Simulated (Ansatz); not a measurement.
LiLaO3, space group Pm-3m: a frozen displacement of one atom, run with the Python package of Ansatz (0.2.0).

Script `lilao3_push.py`:
```python
import warnings

import ansatz as az
import numpy as np


def main() -> None:
    warnings.simplefilter('ignore', az.DeckWarning)

    lattice = az.Lattice.of(
        [3.822632, 0.0, 0.0],
        [0.0, 3.822632, 0.0],
        [0.0, 0.0, 3.822632],
    )
    sites = [
        ('Li', [0.5, 0.5, 0.5]),
        ('La', [0.0, 0.0, 0.0]),
        ('O', [0.5, 0.5, 0.0]),
        ('O', [0.5, 0.0, 0.5]),
        ('O', [0.0, 0.5, 0.5]),
    ]
    structure = az.Crystal(lattice=lattice)
    for symbol, position in sites:
        structure = structure.atom(symbol, position)

    inverse = np.linalg.inv(np.array(structure.lattice.vectors))
    home = np.array(structure.sites[4].position)
    values = np.linspace(-0.2, 0.2, 5)
    energies, pulls = [], []
    for shift in values:
        moved = structure.move(4, to=home + shift * inverse[2])
        setup = (
            moved.calculation()
            .functional('r2scan', dispersion='d3bj')
            .pseudopotentials('nc')
            .kpoints(5, center='monkhorst-pack')
            .occupations('methfessel_paxton')
            .mixing('broyden', preconditioner='kerker_dos')
            .eigensolver('davidson')
            .scf(max_iterations=100)
            .forces()
        )
        summary = setup.run(threads=1, pin='off').report
        energies.append(summary['free_energy_ev'])
        pulls.append(summary['forces_ev_ang'][4][2])

    print('shift (A)   dE (eV)   force along z (eV/A)')
    for shift, e, f in zip(values, energies, pulls):
        print(f'{shift:8.3f} {e - energies[2]:10.5f} {f:12.4f}')
    print(f'stiffness from energies {2 * np.polyfit(values, energies, 2)[0]:.3f}, from forces {-np.polyfit(values, pulls, 1)[0]:.3f} eV/A^2')


if __name__ == '__main__':
    main()
```

How stiff is this displacement, and do energies and forces agree?

The curvature of the energy gives 2.116 eV/Å² and the slope of the force 2.088 eV/Å², a positive curvature.

What the script printed:

```console
$ python lilao3_push.py
shift (A)   dE (eV)   force along z (eV/A)
  -0.200    0.04244       0.4147
  -0.100    0.01083       0.2148
   0.000    0.00000       0.0000
   0.100    0.01083      -0.2148
   0.200    0.04244      -0.4147
stiffness from energies 2.116, from forces 2.088 eV/A^2
```

These settings explore the input space; cutoff and mesh may be short of convergence. The dispersion term runs with damping parameters of another functional. Such functionals run on norm-conserving files made under PBE, which can move pressures by some GPa. Dispersion corrections can be off by several per cent in the lattices of metals, and by several GPa in the pressure at a fixed cell. For a metal this k-point mesh is coarse: on a finer one energies can move by several to tens of meV an atom and pressures by half a GPa or more, differences at one mesh by less. In a metal a curvature from energy changes of a few meV or less hangs on mesh and smearing, in size and even in sign. This cell is a computed structure, which may not be the phase found in nature. All periodic images of the atom move with it, so the curvature is one diagonal element of the zone-centre force constants and no normal mode; a positive value doesn't exclude soft modes in which several atoms move. The script silences the warnings on its input, which a real study should read. Wall time of the script: 4.5 min on 1 thread of Arm Neoverse V1, with other jobs on the host, peak memory 0.83 GiB.

(Lines on the test bed's own set-up are left out of the output.)
